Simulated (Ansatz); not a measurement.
# BrClH₂Sn: basis-set convergence

An exercise on one series of results from a longer session: the logs are not shown, and one member is left open.

Program: Ansatz 0.2.0, Gaussian basis. Level of theory: one geometry, several basis sets. These are calculated values, not measurements.

The runs, in order: PBE0-D4/def2-SVP; ωB97M-V/def2-SVP; PBE0-D4/def2-QZVPP; ωB97M-V/def2-QZVPP; the functionals' def2-TZVPP values are taken from earlier runs.

## Structure used throughout

An earlier PBE0-D4 in a triple-zeta def2 set relaxation fixed the geometry. Sn takes the def2 core potential; no spin-orbit term is included.

SMILES `[Cl][SnH2][Br]`, 5 atoms, charge 0, spin multiplicity 1.

Atoms are counted from 1 here; the program's logs count them from 0.

Bond lengths: Cl1–Sn2 2.319 Å, Sn2–Br3 2.465 Å, Sn2–H4 1.696 Å, Sn2–H5 1.696 Å. Angles: Cl1–Sn2–Br3 107.0°, Cl1–Sn2–H4 107.5°, Cl1–Sn2–H5 107.5°, Br3–Sn2–H4 108.3°, Br3–Sn2–H5 108.3°, H4–Sn2–H5 117.9°.

The first run:

Contents of in.yaml:

```yaml
crystal:
  periodic: [false, false, false]
  atoms:
    - {symbol: Cl, position_ang: [-2.002898, 0.518306, -0.750042]}
    - {symbol: Sn, position_ang: [0.074983, 0.078406, 0.180113]}
    - {symbol: Br, position_ang: [1.213956, -1.511361, -1.319786]}
    - {symbol: H, position_ang: [-0.186755, -0.690025, 1.669304]}
    - {symbol: H, position_ang: [0.950615, 1.530974, 0.178910]}
basis:
  gaussian: {orbitals: def2-SVP}
hamiltonian: {xc: pbe0, dispersion: d4}
output: {orbitals: {seedname: orbitals}}
```

Steps of the session up to this table: PBE0-D4 in def2-SVP; ωB97M-V in def2-SVP; PBE0-D4 in def2-QZVPP; ωB97M-V in def2-QZVPP.

One of the session's tables, all rows but one given; the rest of the session is left out.

It belongs to the step «Functionals by basis». 

```
functional       basis  HOMO (eV)
   PBE0-D4    def2-SVP      -8.42
   PBE0-D4  def2-TZVPP      -8.55
   PBE0-D4  def2-QZVPP      -8.56
   ωB97M-V    def2-SVP          ?
   ωB97M-V  def2-TZVPP     -10.75
   ωB97M-V  def2-QZVPP     -10.77
```

**Question.** Estimate the row for ωB97M-V, def2-SVP.

**Answer.** HOMO (eV): -10.58. In the column «HOMO (eV)» it lies between ωB97M-V, def2-TZVPP (-10.75) and PBE0-D4, def2-QZVPP (-8.56).
